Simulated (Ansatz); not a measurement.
# H6O3SiZn: the cost of one run

Method: RKS BHLYP-D4/def2-SVP, in Ansatz 0.2.0.

### Step 1. The starting structure

Bond lengths: Zn1–O2 2.140 Å, O2–H3 1.010 Å, Zn1–O4 1.790 Å, O4–H5 1.010 Å, Zn1–O6 2.090 Å, O6–Si7 1.680 Å, Si7–H8 1.460 Å, Si7–H9 1.460 Å, Si7–H10 1.460 Å. Angles: Zn1–O2–H3 109.5°, O2–Zn1–O4 180.0°, O2–Zn1–O6 71.6°, O4–Zn1–O6 108.4°, Zn1–O4–H5 109.5°, Zn1–O6–Si7 125.0°, O6–Si7–H8 109.5°, O6–Si7–H9 109.5°, O6–Si7–H10 109.5°, H8–Si7–H9 109.4°, H8–Si7–H10 109.4°, H9–Si7–H10 109.4°.

As a file:

```xyz
11

Zn    0.0000    0.0000    0.0000
O     0.0000    0.0000    2.1400
H    -0.9095   -0.2814    2.4771
O     0.0000    0.0000   -1.7900
H     0.2547   -0.9174   -2.1271
O     1.9111   -0.5304    0.6590
Si    2.3468   -2.0496    1.2288
H     1.9563   -3.0655    0.2556
H     3.7921   -2.0989    1.4294
H     1.6711   -2.3066    2.4972
H     1.2063   -0.3348    1.7667
```

### Step 2. A restrained relaxation towards end A

Springs on the bonds that form and break draw the guess towards this end; the thresholds are loose.

Input file input.yaml:

```yaml
crystal:
  periodic: [false, false, false]
  atoms:
    - { symbol: Zn, position_ang: [0.0, 0.0, 0.0] }
    - { symbol: O, position_ang: [0.0, 0.0, 2.14] }
    - { symbol: H, position_ang: [-0.9095, -0.2814, 2.4771] }
    - { symbol: O, position_ang: [0.0, 0.0, -1.79] }
    - { symbol: H, position_ang: [0.2547, -0.9174, -2.1271] }
    - { symbol: O, position_ang: [1.9111, -0.5304, 0.659] }
    - { symbol: Si, position_ang: [2.3468, -2.0496, 1.2288] }
    - { symbol: H, position_ang: [1.9563, -3.0655, 0.2556] }
    - { symbol: H, position_ang: [3.7921, -2.0989, 1.4294] }
    - { symbol: H, position_ang: [1.6711, -2.3066, 2.4972] }
    - { symbol: H, position_ang: [1.2063, -0.3348, 1.7667] }
basis:
  gaussian: { orbitals: def2-SVP }
hamiltonian:
  xc: { name: BHLYP }
  dispersion: d4
relax:
  f_tol: 0.15
  max_steps: 25
  restrain:
    - { distance: [0, 5], at: 2.99, k: 30.0 }
    - { distance: [10, 1], at: 2.21, k: 30.0 }
    - { distance: [0, 1], at: 1.79, k: 30.0 }
    - { distance: [10, 5], at: 1.01, k: 30.0 }
```

Launch:

```
> ansatz run input.yaml --threads 4 --pin off --max-ram 5120MiB --backend cpu --events-out ev --progress --plain --runs-dir out
```

What time and memory should one allow on 4 threads of Arm Neoverse N1, shared host?

About 44 s, with a peak of 0.31 GiB.
